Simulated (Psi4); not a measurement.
# RbBr (SMILES [Br][Rb]): HF/3-21G

Wanted: energy and gradient of RbBr. Input form: a QCSchema input.

Program for the calculation: Psi4 1.11.

## (1) The structure to begin with

The species is RbBr (2 atoms), meant as a singlet with charge 0. As SMILES, `[Br][Rb]`. The Br1–Rb2 distance was set to 3.386 Å, away from the relaxed value.

Bond lengths: Br1–Rb2 3.386 Å.

## (2) Energy and forces at HF/3-21G

The input, input.json:

```json
{
  "schema_name": "qcschema_input",
  "schema_version": 1,
  "molecule": {
    "schema_name": "qcschema_molecule",
    "schema_version": 2,
    "symbols": ["Br", "Rb"],
    "geometry": [0.0, 0.0, -0.83479785, 0.0, 0.0, 5.56475967],
    "molecular_charge": 0,
    "molecular_multiplicity": 1,
    "fix_symmetry": "c1"
  },
  "driver": "gradient",
  "model": {
    "method": "hf",
    "basis": "3-21G"
  },
  "keywords": {
    "puream": true,
    "e_convergence": 1e-09,
    "d_convergence": 1e-08,
    "scf_type": "pk",
    "scf_properties": ["DIPOLE", "WIBERG_LOWDIN_INDICES", "MULLIKEN_CHARGES"]
  }
}
```

Run with:

```
psi4 --qcschema input.json -n 1 --memory 1600MB
```

What values should one expect? Wanted: total energy; dipole moment; HOMO energy; LUMO energy; HOMO–LUMO gap; largest force on an atom.

Answer, from the run:

At HF/3-21G:

| quantity | value |
| --- | --- |
| total energy | -5484.82732 Eh |
| dipole moment | 14.39 D |
| HOMO energy | -7.07 eV |
| LUMO energy | -0.60 eV |
| HOMO–LUMO gap | 6.48 eV |
| largest force on an atom | 0.523 eV/Å |

Relativity is left out although the molecule holds a heavy atom.
